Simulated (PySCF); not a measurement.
# MP2/STO-6G run of SiSe (SMILES [Si][Se])

Aim: the vertical singlet–triplet gap of SiSe at MP2/STO-6G, from 2 runs. Input form: a Python script.

The calculation is run with PySCF 2.14.0.

7 further runs of the same task are left out: 7 set aside as unsound or not needed.

### Step 1. The structure to begin with

SiSe has 2 atoms, charge 0, and is taken as a singlet. SMILES: `[Si][Se]`. Geometry: relaxed at PBE0-D4/def2-TZVP.

Bond lengths: Si1–Se2 2.062 Å.

### Step 2. A single-point energy at MP2/STO-6G

Input file input.py:

```python
from pyscf import gto, mp

mol = gto.M(
    atom='Si 0.000000 0.000000 0.031440; Se -0.000000 -0.000000 2.093090',
    basis='sto-6g',
    max_memory=1860,
    verbose=3,
)

hf = mol.RHF()
hf.conv_tol = 1e-10
hf.kernel()
if not hf.converged:
    hf = hf.newton().run(hf.mo_coeff, hf.mo_occ)

pt = mp.MP2(hf, frozen=14).run()
e_final = pt.e_tot
print(f'total energy: {e_final:.8f} hartree')
```

Launch:

```console
$ OMP_NUM_THREADS=1 python input.py
```

The program printed:

```text
converged SCF energy = -2675.56123185861
E(RMP2) = -2675.63658176283  E_corr = -0.0753499042260019
E(SCS-RMP2) = -2675.63551122756  E_corr = -0.0742793689507473
total energy: -2675.63658176 hartree
```

It took 1.3 s on 1 thread of Arm Neoverse V1, shared host; peak memory 0.12 GiB.

### Step 3. The triplet

Input file calc.py:

```python
from pyscf import gto, scf, mp

mol = gto.M(
    atom=[
    ('Si', (0.000000, 0.000000, 0.031440)),
    ('Se', (-0.000000, -0.000000, 2.093090)),
],
    verbose=4,
    spin=2,
    charge=0,
    max_memory=1860,
    basis='sto-6g',
)

hf = scf.UHF(mol)
hf.conv_tol = 1e-10
hf.kernel()
if not hf.converged:
    hf = hf.newton().run(hf.mo_coeff, hf.mo_occ)

pt = mp.MP2(hf, frozen=14).run()
e_tot = pt.e_tot
print('E = %.10f Eh' % e_tot)
```

Launch:

```console
$ OMP_NUM_THREADS=1 python calc.py
```

The program printed:

```text
PySCF version 2.14.0

[INPUT] num. atoms = 2
[INPUT] num. electrons = 48
[INPUT] charge = 0
[INPUT] spin (= nelec alpha-beta = 2S) = 2
[INPUT] symmetry False subgroup None
[INPUT] Mole.unit = angstrom
[INPUT] Symbol           X                Y                Z      unit          X                Y                Z       unit  Magmom
[INPUT]  1 Si     0.000000000000   0.000000000000   0.031440000000 AA    0.000000000000   0.000000000000   0.059412989356 Bohr   0.0
[INPUT]  2 Se     0.000000000000   0.000000000000   2.093090000000 AA    0.000000000000   0.000000000000   3.955366854066 Bohr   0.0

nuclear repulsion = 122.178038172299
number of shells = 13
number of NR pGTOs = 162
number of NR cGTOs = 27
basis = sto-6g
ecp = {}

[... 18 lines left out ...]
[... the frontier-level lines of each cycle are left out ...]
[... 3 lines left out ...]
[... 58 lines left out ...]
converged SCF energy = -2675.45580637124  <S^2> = 2.0503891  2S+1 = 3.0334067
[... 1 line left out ...]
******** <class 'pyscf.mp.ump2.UMP2'> ********
nocc = (np.int64(11), np.int64(9)), nmo = (13, 13)
frozen orbitals 14
E(UMP2) = -2675.49737308545  E_corr = -0.041566714213603
E(SCS-UMP2) = -2675.49771999114  E_corr = -0.0419136199008856
E_corr(same-spin) = -0.00919204287165925
E_corr(oppo-spin) = -0.0323746713419437
E = -2675.4973730855 Eh
```

Run time: 1.4 s. Hardware: 1 thread of Arm Neoverse V1, shared host; peak memory 0.12 GiB.

### Step 4. Summary of results

At MP2/STO-6G, 14 core orbitals frozen:

```
                                                           quantity           value
                                              singlet: total energy  -2675.63658 Eh
                      singlet: dipole moment (Hartree–Fock density)          3.62 D
                       singlet: HOMO energy (Hartree–Fock orbitals)        -6.50 eV
                       singlet: LUMO energy (Hartree–Fock orbitals)         5.44 eV
                     singlet: HOMO–LUMO gap (Hartree–Fock orbitals)        11.94 eV
              singlet: correlation energy (14 core orbitals frozen)       -75.3 mEh
                                              triplet: total energy  -2675.49737 Eh
                      triplet: dipole moment (Hartree–Fock density)          4.02 D
triplet: HOMO energy (Hartree–Fock orbitals) (highest over α and β)        -3.86 eV
 triplet: LUMO energy (Hartree–Fock orbitals) (lowest over α and β)         2.41 eV
              triplet: correlation energy (14 core orbitals frozen)       -41.6 mEh
                         triplet: ⟨S²⟩ of the reference determinant           2.050
                   vertical energy of the triplet above the singlet        3.788 eV
```

What this shows: At this shape the triplet lies 3.79 eV (365 kJ/mol) above the singlet. In a minimal basis such a difference can be off by several eV, whatever the method.
